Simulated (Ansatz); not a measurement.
I need a search for lower mean-field states of ISi. Use the Ansatz DFT code, driven from Python. Use (for the species named): Hartree-Fock, def2-TZVP basis, multiplicity 2.

The script reads `isi.xyz`:
```text
2

Si    0.00000    0.00000    0.00000
I     0.00000    0.00000    2.42500
```

`states_isi.py`
```python
'''Restricted and unrestricted solutions of ISi, stretched and not.'''

import ansatz as az
import numpy as np

params = {
    'basis': 'def2-TZVP',
    'functional': 'hf',
}

geometry = az.Crystal.molecule_from_extxyz('isi.xyz')
symbols = [site.symbol for site in geometry.cartesian_sites]

start = np.array([site.position_ang for site in geometry.cartesian_sites])
for factor in [1.0, 1.5]:
    xyz = (start - start.mean(axis=0)) * factor
    scaled = az.Crystal.molecule()
    for symbol, place in zip(symbols, xyz):
        scaled = scaled.atom(symbol, place.tolist())
    base = (
        scaled.calculation()
        .basis(gaussian=params['basis'])
        .functional(params['functional'])
        .spin('collinear', total=1)
    )
    for search in ('off', 'standard'):
        try:
            r = base.scf(lower_state_search=search).run().report
        except az.AnsatzError as error:
            print(f'x{factor} search {search}: {type(error).__name__}')
            continue
        state = r['mean_field']['state']
        print(f'all distances x{factor}, search {search:8s} E = {r["free_energy_ev"]:.5f} eV  <S^2> = {abs(state["spin_squared"]):.3f}  other states met: {len(r["mean_field"]["others"])}')
```

`python states_isi.py` gives:
```text
all distances x1.0, search off      E = -15934.49590 eV  <S^2> = 0.774  other states met: 0
all distances x1.0, search standard E = -15934.49590 eV  <S^2> = 0.774  other states met: 0
all distances x1.5, search off      E = -15932.80846 eV  <S^2> = 1.506  other states met: 0
all distances x1.5, search standard E = -15932.80846 eV  <S^2> = 1.506  other states met: 6
```

These settings explore the input space; basis and method may be short of convergence. The count of other states can hold repeated and symmetry-equivalent ends of the search; scaling all distances is a test, and for more than two atoms no physical path. def2 sets replace the cores of elements past krypton by effective core potentials. The run takes the species as open-shell (spin multiplicity 2), which needn't be its ground state. The expectation value of S² is noticeably off S(S+1) in at least one run, so that state is spin-contaminated. The spin state was assumed, and another may lie lower. The whole script took 18 s on 1 thread of Arm Neoverse V1, on a shared host, peak memory 0.3 GiB.
